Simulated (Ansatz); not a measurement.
# Ga3Se (Pm-3m) in Ansatz: a series of runs

The runs below take Ga3Se through single point, with HSE06 form with a typed share of exact exchange.

Everything below comes from runs of Ansatz 0.2.0. Logs are shortened: lines on timing, memory, paths and dates and some standing lists are left out, and cuts for length are marked.

## 1. The crystal as given

The structure is cubic, space group Pm-3m (No. 221). The conventional cell has a = 4.432 Å, b = 4.432 Å, c = 4.432 Å, α = 90.00°, β = 90.00°, γ = 90.00°. Around Se (site symmetry m-3m) lie 12 Ga at 3.13 Å. Around Ga (site symmetry 4/mmm) lie 4 Se at 3.13 Å and 8 Ga at 3.13 Å.

The cell comes from a database or a generator and needn't be the stable form of this composition.

## 2. Single point, HSE06 form with a typed share of exact exchange

File input.yaml:

```yaml
crystal:
  lattice:
    - [4.432465, 0.0, 0.0]
    - [0.0, 4.432465, 0.0]
    - [0.0, 0.0, 4.432465]
  atoms:
    - { symbol: Se, position: [0.0, 0.0, 0.0] }
    - { symbol: Ga, position: [0.5, 0.5, 0.0] }
    - { symbol: Ga, position: [0.5, 0.0, 0.5] }
    - { symbol: Ga, position: [0.0, 0.5, 0.5] }
hamiltonian:
  xc:
    exchange: pbe
    correlation: pbe
    exx: { coeff: 0.35, omega: 0.2078699 }
  pseudopotentials: { kind: paw }
kpoints:
  mp_grid: { grid: [4, 4, 4] }
scf:
  occupations: { method: fermi_dirac, width: 0.05 }
output:
  forces: true
  stress: true
  eigenvalues: true
```

Potentials or basis: Ansatz PAW.

Started as:

```
$ ansatz run input.yaml --threads 2 --pin off --max-ram 5632MiB --backend cpu --events-out ev --progress --plain --runs-dir out
```

The log of the run:

```text
Warning: output.stress: scf.convergence.dr2_threshold = 1e-7 eV (the SCF's general default) is looser than the 4e-10 eV advised for a printed stress (1e-10 eV for each atom of the cell: 4). What an SCF threshold leaves in a stress goes as its square root, and in the free energy as the threshold itself, and one threshold admits the most on a small cell: of the crystals measured, under no hybrid functional and no lock of the moments, on runs that ended without the residual-converged pass, on stresses that held no estimate of that error, the worst erred by over 100 MPa in a component at 1e-7 eV an atom and by under 5 at 1e-10. Set scf.convergence.dr2_threshold to 4e-10 eV or tighter. The threshold is an SCF's pass mark: one that does not reach it within its budget of iterations ends unconverged, or closes short of it on a stop that the run arms, and scf.convergence.dr2_threshold's page says what that costs each kind of run
Warning: output.stress: scf.exx.energy_threshold = 1e-6 eV is looser than the 4e-8 eV advised for a stress under a hybrid functional (1e-8 eV for each atom of the cell: 4). Every SCF of the exchange loop can meet its threshold on dr2 while the loop round them stops early: no threshold on dr2 bounds what that leaves in the stress. Set scf.exx.energy_threshold to 4e-8 eV or tighter. The threshold is the loop's pass mark: a loop that does not reach it within its budget of cycles ends unconverged, and scf.exx.energy_threshold's page has the law
Warning: RAYON_NUM_THREADS=2 ignored (pool sized by the plan → 2); use --threads N
Engine: ansatz 0.2.0, x86_64-unknown-linux-gnu
Pseudopotentials: kind: paw
Pseudopotential: Se, paw, valence charge 16, recommended cutoff 420 eV (normal), Se.paw.azcp
Pseudopotential: Ga, paw, valence charge 13, recommended cutoff 420 eV (normal), Ga.paw.azcp
Functional definition: unnamed
  parameter a_1 = 0.35
  parameter omega_1 = 0.2078699/angstrom
  exchange = pbe_x + (-a_1)*pbe_x_sr(omega_1) + a_1*exact_x_sr(omega_1)
  correlation = pbe_c
Crystal: 4 atoms, lattice volume = 87.084 Å³
Basis set: ecut = 420 eV, 1743 PW (Γ), exchange–correlation on 60×60×60 points (8 copies of the dense FFT grid, shifted against one another)
Bands: 33, of which v1, the nominal top of the filled ones, is band 28 counted from 1 (27 counted from 0)
Symmetry: 48 space group operations
Space group: Pm-3m (ITA 221), of the structure as read, at distance tolerance 4.4e-5 Å
k-points: 10 of 64
Non-local potential: Se, projectors of the file, l = 0: 2, l = 1: 2, l = 2: 3, l = 3: 1
Non-local potential: Ga, projectors of the file, l = 0: 2, l = 1: 2, l = 2: 3, l = 3: 1
PAW form: soft (Blöchl's): semilocal exchange-correlation on the pseudo side does not see the compensation charge
PAW frozen core: Se, regenerated for the run's functional, and the local potential with it (the file was generated under x = pbe(κ = 0.804, μ = 0.2195149727645171), c = pbe(β = 0.06672455060314922))
PAW frozen core: Ga, regenerated for the run's functional, and the local potential with it (the file was generated under x = pbe(κ = 0.804, μ = 0.2195149727645171), c = pbe(β = 0.06672455060314922))
PAW one-centre angular grid: Se, 590 points (default); XC on 64 Gauss nodes
PAW one-centre angular grid: Ga, 590 points (default); XC on 64 Gauss nodes
Initial density: superposition of atomic densities (neutral atoms: chi_scale 0, normalization atom), corrected by the library's trained network
Initial wavefunctions: pseudopotential atomic-orbital guess
Functional: x = pbe(κ = 0.804, μ = 0.2195149727645171), c = pbe(β = 0.06672455060314922), warm-up for x = pbe(κ = 0.804, μ = 0.2195149727645171) + 0.35 (exact − pbe) at short range (hse, ω = 0.2078699 Å⁻¹), c = pbe(β = 0.06672455060314922)
SCF iter   1: F=—  HF=-16818.278380 eV  |F-HF|=—  |Δ(HF+E_count)|=         —  Δρ=1.12e-3  dr2=1.24e-3  ethr=1.77e-3  ⟨swp⟩=5.3  Hψ=1195  notcnv=0
preconditioner: auto → none  [insulator: Δε(μ)=0.261 eV  Ē_g=14.362 eV  σ=0.050 eV  W_gap=0.64  n_scr=26 (ndim 8)  ℏωp=26.7 eV  f_vac=0.000  D(μ)=1.82/eV (n_scr^D=6)]
SCF iter   2: F=—  HF=-16818.278592 eV  |F-HF|=—  |Δ(HF+E_count)|=   2.11e-4  Δρ=5.81e-4  dr2=3.81e-4  ethr=2.25e-6  ⟨swp⟩=4.0  Hψ=1064  notcnv=0
SCF iter   3: F=—  HF=-16818.278588 eV  |F-HF|=—  |Δ(HF+E_count)|=   3.56e-6  Δρ=2.37e-4  dr2=5.91e-5  ethr=6.92e-7  ⟨swp⟩=2.9  Hψ=632  notcnv=0
iter 4 solved again at ethr=5.89e-9 eV; its pass at ethr=1.08e-7 eV (dr2=3.24e-6 eV) is discarded
SCF iter   4: F=—  HF=-16818.278610 eV  |F-HF|=—  |Δ(HF+E_count)|=   2.23e-5  Δρ=7.94e-5  dr2=3.34e-6  ethr=5.89e-9  ⟨swp⟩=3.5  Hψ=1475  notcnv=0
SCF iter   5: F=—  HF=-16818.278610 eV  |F-HF|=—  |Δ(HF+E_count)|=   3.57e-7  Δρ=2.84e-5  dr2=3.83e-7  ethr=5.89e-9  ⟨swp⟩=3.0  Hψ=761  notcnv=0
SCF iter   6: F=—  HF=-16818.278610 eV  |F-HF|=—  |Δ(HF+E_count)|=   3.16e-7  Δρ=3.43e-6  dr2=1.42e-8  ethr=6.96e-10  ⟨swp⟩=3.4  Hψ=738  notcnv=0
SCF iter   7: F=—  HF=-16818.278610 eV  |F-HF|=—  |Δ(HF+E_count)|=  9.46e-10  Δρ=1.54e-6  dr2=2.86e-9  ethr=2.58e-11  ⟨swp⟩=4.0  Hψ=971  notcnv=0
SCF iter   8: F=-16818.278610 eV  HF=-16818.278610 eV  |F-HF|=3.89e-10  |Δ(HF+E_count)|=  8.55e-10  Δρ=1.17e-6  dr2=5.98e-10  ethr=5.19e-12  ⟨swp⟩=4.0  Hψ=977  notcnv=0
SCF 1 converged in 8 iterations: F = -16818.278610 eV  dr2 = 5.98e-10
Initial density: handed on by an earlier stage of this run
Initial wavefunctions: those handed on with the density
Functional: x = pbe(κ = 0.804, μ = 0.2195149727645171) + 0.35 (exact − pbe) at short range (hse, ω = 0.2078699 Å⁻¹), c = pbe(β = 0.06672455060314922)
Exchange kernel: α = 0.3500, screened, ω = 0.2079 Å⁻¹, Wigner–Seitz truncation, v(0) = 1041.6988 eV·Å³, q-mesh 4×4×4, nearest image of the exchange supercell L = 17.73 Å, pair-density grid 24×24×24, without the augmentation charges, whose exchange is taken in its separable form by FFT convolution over the k-point mesh (sized by the pseudopotential files, 30×30×30 at the most), smooth part of the exact exchange by density-matrix convolution
Frozen-core exchange: fock
iter 1 solved again at ethr=1.23e-4 eV; its pass at ethr=1.00e-1 eV (dr2=6.77e-2 eV) is discarded
SCF iter   1: F=—  HF=-16821.887330 eV  |F-HF|=—  |Δ(HF+E_count)|=         —  Δρ=1.80e-2  dr2=1.45e-1  ethr=1.23e-4  ⟨swp⟩=4.0  Hψ=1837  notcnv=0
eigensolver tolerance schedule calibrated: the retry pair's looser diagonalisation under-reported the residual by θ = 0.49 (0.17/decade); ethr = c·dr2/N_el runs at the constant in force after the calibration composes with the one it found (an armed cap, an earlier calibration), c = 3.6e-2
preconditioner: auto → none  [insulator: Δε(μ)=0.427 eV  Ē_g=18.333 eV  σ=0.050 eV  W_gap=0.67  n_scr=26 (ndim 8)  ℏωp=26.7 eV  f_vac=0.000  D(μ)=1.72/eV (n_scr^D=6)]
SCF iter   2: F=—  HF=-16821.793074 eV  |F-HF|=—  |Δ(HF+E_count)|=   9.43e-2  Δρ=3.61e-3  dr2=1.25e-2  ethr=8.60e-5  ⟨swp⟩=4.0  Hψ=1093  notcnv=0
SCF iter   3: F=—  HF=-16821.835562 eV  |F-HF|=—  |Δ(HF+E_count)|=   4.25e-2  Δρ=4.32e-3  dr2=7.17e-3  ethr=4.97e-6  ⟨swp⟩=4.0  Hψ=1189  notcnv=0
SCF iter   4: F=—  HF=-16821.834332 eV  |F-HF|=—  |Δ(HF+E_count)|=   1.23e-3  Δρ=1.52e-3  dr2=1.24e-3  ethr=4.39e-6  ⟨swp⟩=3.0  Hψ=783  notcnv=0
SCF iter   5: F=—  HF=-16821.834377 eV  |F-HF|=—  |Δ(HF+E_count)|=   4.44e-5  Δρ=1.48e-4  dr2=3.86e-4  ethr=5.14e-7  ⟨swp⟩=3.2  Hψ=687  notcnv=0
SCF iter   6: F=—  HF=-16821.836071 eV  |F-HF|=—  |Δ(HF+E_count)|=   1.69e-3  Δρ=5.41e-4  dr2=2.97e-4  ethr=2.80e-8  ⟨swp⟩=4.7  Hψ=1174  notcnv=0
SCF iter   7: F=-16821.835946 eV  HF=-16821.835947 eV  |F-HF|=1.00e-6  |Δ(HF+E_count)|=   1.24e-4  Δρ=2.78e-5  dr2=2.36e-5  ethr=2.80e-8  ⟨swp⟩=4.0  Hψ=1090  notcnv=0
SCF 2 stopped early in 7 iterations: F = -16821.835946 eV  dr2 = 2.36e-5
hybrid outer 1: dexx = +4.978e-2 eV, tail = 4.11e-4 eV
Exchange kernel: α = 0.3500, screened, ω = 0.2079 Å⁻¹, Wigner–Seitz truncation, v(0) = 1041.6988 eV·Å³, q-mesh 4×4×4, nearest image of the exchange supercell L = 17.73 Å, pair-density grid 24×24×24, without the augmentation charges, whose exchange is taken in its separable form by FFT convolution over the k-point mesh (sized by the pseudopotential files, 30×30×30 at the most), smooth part of the exact exchange by density-matrix convolution
Frozen-core exchange: fock
SCF iter   1: F=—  HF=-16821.834189 eV  |F-HF|=—  |Δ(HF+E_count)|=         —  Δρ=6.90e-5  dr2=4.85e-6  ethr=3.73e-6  ⟨swp⟩=3.0  Hψ=709  notcnv=0
preconditioner: auto → none  [insulator: Δε(μ)=0.410 eV  Ē_g=18.022 eV  σ=0.050 eV  W_gap=0.67  n_scr=26 (ndim 8)  ℏωp=26.7 eV  f_vac=0.000  D(μ)=1.70/eV (n_scr^D=6)]
SCF iter   2: F=—  HF=-16821.834204 eV  |F-HF|=—  |Δ(HF+E_count)|=   1.54e-5  Δρ=4.07e-5  dr2=1.61e-6  ethr=7.00e-9  ⟨swp⟩=4.0  Hψ=1158  notcnv=0
SCF iter   3: F=—  HF=-16821.834204 eV  |F-HF|=—  |Δ(HF+E_count)|=   7.00e-7  Δρ=1.45e-5  dr2=1.41e-7  ethr=2.12e-9  ⟨swp⟩=4.0  Hψ=868  notcnv=0
SCF iter   4: F=—  HF=-16821.834204 eV  |F-HF|=—  |Δ(HF+E_count)|=   7.94e-7  Δρ=5.49e-6  dr2=2.47e-8  ethr=1.23e-10  ⟨swp⟩=4.2  Hψ=1135  notcnv=0
SCF iter   5: F=-16821.834204 eV  HF=-16821.834204 eV  |F-HF|=1.15e-9  |Δ(HF+E_count)|=   2.87e-8  Δρ=1.06e-6  dr2=2.04e-9  ethr=4.13e-11  ⟨swp⟩=4.0  Hψ=1041  notcnv=0
SCF 3 converged in 5 iterations: F = -16821.834204 eV  dr2 = 2.04e-9
  Residual-converged pass: ⟨swp⟩=2.0  Hψ=415  notcnv=0  max |occ|·‖R‖ = 2.4e-6 eV (tolerance 2.4e-6 eV)  dr2=2.05e-9  dr2_onsite=3.41e-10  max |Δocc| = 8.3e-14
hybrid outer 2: dexx = +5.416e-6 eV, tail = 3.28e-7 eV, Δε = 8.19e-3 eV (about 3.19e-4 eV left of the loop's levels)
Exchange kernel: α = 0.3500, screened, ω = 0.2079 Å⁻¹, Wigner–Seitz truncation, v(0) = 1041.6988 eV·Å³, q-mesh 4×4×4, nearest image of the exchange supercell L = 17.73 Å, pair-density grid 24×24×24, without the augmentation charges, whose exchange is taken in its separable form by FFT convolution over the k-point mesh (sized by the pseudopotential files, 30×30×30 at the most), smooth part of the exact exchange by density-matrix convolution
Frozen-core exchange: fock
SCF iter   1: F=—  HF=-16821.834204 eV  |F-HF|=—  |Δ(HF+E_count)|=         —  Δρ=5.83e-6  dr2=1.43e-8  ethr=2.98e-9  ⟨swp⟩=4.0  Hψ=732  notcnv=0
SCF iter   2: F=-16821.834204 eV  HF=-16821.834204 eV  |F-HF|=2.84e-10  |Δ(HF+E_count)|=  6.33e-10  Δρ=1.73e-6  dr2=2.14e-9  ethr=2.17e-11  ⟨swp⟩=4.0  Hψ=1108  notcnv=0
SCF 4 converged in 2 iterations: F = -16821.834204 eV  dr2 = 2.14e-9
  Residual-converged pass: ⟨swp⟩=2.0  Hψ=366  notcnv=0  max |occ|·‖R‖ = 2.4e-6 eV (tolerance 2.4e-6 eV)  dr2=2.14e-9  dr2_onsite=1.34e-9  max |Δocc| = 1.3e-14
hybrid outer 3: dexx = +5.282e-9 eV, tail = 7.10e-9 eV, Δε = 1.85e-4 eV (about 4.67e-5 eV left of the loop's levels), ΔF = 3.75e-30 eV/Å (tail inf)
hybrid SCF converged: 3 outer / 14 inner (+8 warm-up), last move |dexx| = 5.28e-9 eV, tail = 7.10e-9 eV
Stability not checked: this state was not tested for a lower state beside it, because the functional holds exact exchange (a hybrid, or Hartree-Fock), whose exchange loop this test does not read (fock_operator; see scf.lower_state_search)
Free energy (F): -16821.834204 eV
Frozen-core exchange: fock
Harris-Foulkes:  -16821.834204 eV  (|F-HF|=2.84e-10)
Internal energy: -16821.821595 eV  (E = F + TS)
E sigma→0 (E₀):  -16821.827900 eV
Entropy (-TS):   -0.012609 eV (-3.152 meV/atom)
Fermi energy:    8.656270 eV
--- Per-component energies (eV) ---
  E_band       = -726.233811
  E_kinetic    = 452.947281
  E_local      = -7848.899280  (includes V_loc(G=0)·N_el)
  E_nonlocal   = 670.468229
  E_hartree    = 3740.511818
  E_xc         = -226.426101
  E_vxc        = -196.206446  (∫ρ·V_xc dr)
  E_exx        = -295.361289  (= α·E_x^exact, valence–valence)
  E_paw        = -7657.192437  (= ΣΔE_a)
  E_vpaw       = -694.841499  (= ΣTr[D̂ρ^β])
  E_aug_tail   = -0.001031  (compensation charges beyond the density's cutoff)
  E_ewald      = -5656.793407
  E_core_change = -1.075377  (= ΣΔE_core)
  E_smearing   = -0.012609  (= −TS)
  E_closure    = -0.000000  (closes the sum)
  Σ components = -16821.834204   (vs F -16821.834204, Δ=0.00e0)
--- Forces (eV/Å), atoms counted from 1 ---
  atom   1  Se    -0.00000000     0.00000000     0.00000000
  atom   2  Ga     0.00000000    -0.00000000     0.00000000
  atom   3  Ga     0.00000000     0.00000000    -0.00000000
  atom   4  Ga    -0.00000000     0.00000000     0.00000000
  max |Σ_I F_I| component: 1.71e-30 eV/Å
--- Stress (GPa, compression-positive) ---
       -1.095030       0.000000       0.000000
        0.000000      -1.095030      -0.000000
        0.000000       0.000000      -1.095030
  P = ⅓ Tr σ = -1.0950 GPa (-10.950 kbar)
--- Band table (eV; the first three rows and the last of 10) ---
  k-point 0: bands = ["-44.9500", "-44.9500", "-44.9500", "-44.9489", "-44.9489", "-10.6283", "-10.6283", "-10.6283", "-10.6278", "-10.5820", "-10.5820", "-10.5220", "-10.5220", "-10.5220", "-10.4512", "-10.4512", "-10.4477", "-10.4020", "-10.4020", "-10.4020", "-7.0707", "-0.1782", "4.0824", "4.0824", "4.0824", "5.4325", "5.4325", "10.5940", "10.5940", "10.5940", "13.8838", "13.8838", "13.8838"]
  k-point 1: bands = ["-44.9500", "-44.9500", "-44.9500", "-44.9489", "-44.9489", "-10.6221", "-10.6017", "-10.6011", "-10.6011", "-10.5783", "-10.5636", "-10.5279", "-10.5234", "-10.5234", "-10.4695", "-10.4627", "-10.4507", "-10.4353", "-10.4353", "-10.4020", "-6.8574", "-0.7714", "2.7485", "4.5029", "4.5029", "5.7784", "7.4375", "9.6531", "9.6531", "10.3074", "11.5722", "13.1684", "13.1684"]
  k-point 2: bands = ["-44.9500", "-44.9500", "-44.9500", "-44.9489", "-44.9488", "-10.6151", "-10.5799", "-10.5571", "-10.5571", "-10.5542", "-10.5357", "-10.5347", "-10.5134", "-10.5134", "-10.5039", "-10.4966", "-10.4966", "-10.4873", "-10.4501", "-10.4019", "-6.6033", "-1.4849", "2.5437", "5.1102", "5.1102", "6.2553", "7.1358", "8.4398", "8.4398", "10.1185", "13.3407", "13.5933", "13.5933"]
  k-point 9: bands = ["-44.9500", "-44.9500", "-44.9500", "-44.9488", "-44.9488", "-10.6569", "-10.5764", "-10.5764", "-10.5764", "-10.5747", "-10.5747", "-10.5747", "-10.5063", "-10.5063", "-10.4735", "-10.4735", "-10.4735", "-10.4285", "-10.4285", "-10.4285", "-5.9356", "2.6798", "2.6798", "2.6798", "2.7394", "2.7394", "2.7394", "4.4174", "13.4125", "13.4125", "13.4125", "18.4123", "18.4123"]
```

Run time: 76 s. Hardware: 2 threads of Intel Xeon at 2.50GHz (Skylake/Cascade Lake), shared host; peak memory 1.5 GiB.

What came out:

```
Free energy            : -16821.8342 eV
Pressure               : -1.1 GPa
Band gap on the k mesh : none (metal or under the smearing width)
```

Caveat: the PAW data sets come from PBE, with cores solved anew for the run's functional, which leaves a small shift of forces and pressure; the thresholds are loose for stress.

## 3. Single point, HSE06 form with a typed share of exact exchange

Edit input.yaml of step 2 so:

```diff
@@ -14,3 +14,3 @@
     correlation: pbe
-    exx: { coeff: 0.35, omega: 0.2078699 }
+    exx: { coeff: 0.5, omega: 0.2078699 }
   pseudopotentials: { kind: paw }
@@ -24 +24,5 @@
   eigenvalues: true
+  write_density: true
+  write_potential: true
+  elf: true
+  volumetric_format: npy
```

Potentials or basis: Ansatz PAW.

Started as:

```
$ ansatz run input.yaml --threads 2 --pin off --max-ram 5632MiB --backend cpu --events-out ev --progress --plain --runs-dir out
```

Run time: 82 s. Hardware: 2 threads of Intel Xeon at 2.50GHz (Skylake/Cascade Lake), shared host; peak memory 1.5 GiB.

Results (log left out):

| Quantity | Value |
| --- | --- |
| Free energy | -16823.5878 eV |
| Pressure | -1.4 GPa |
| Band gap on the k mesh | none (metal or under the smearing width) |

Levels at points of the mesh, in eV from the Fermi level:
```
              k point  band 26  band 27  band 28  band 29  band 30  band 31
   (0.00, 0.00, 0.00)    -3.36    -3.36     2.08     2.08     2.08     5.60
  (0.00, 0.00, -0.50)    -2.47    -1.74    -0.18    -0.18     1.60     5.00
 (0.00, -0.50, -0.50)    -1.07    -1.07    -0.62     1.81     2.20     2.20
(-0.50, -0.50, -0.50)    -6.34    -6.34    -4.55     5.10     5.10     5.10
```

Caveat: the PAW data sets come from PBE, with cores solved anew for the run's functional, which leaves a small shift of forces and pressure; the thresholds are loose for stress.
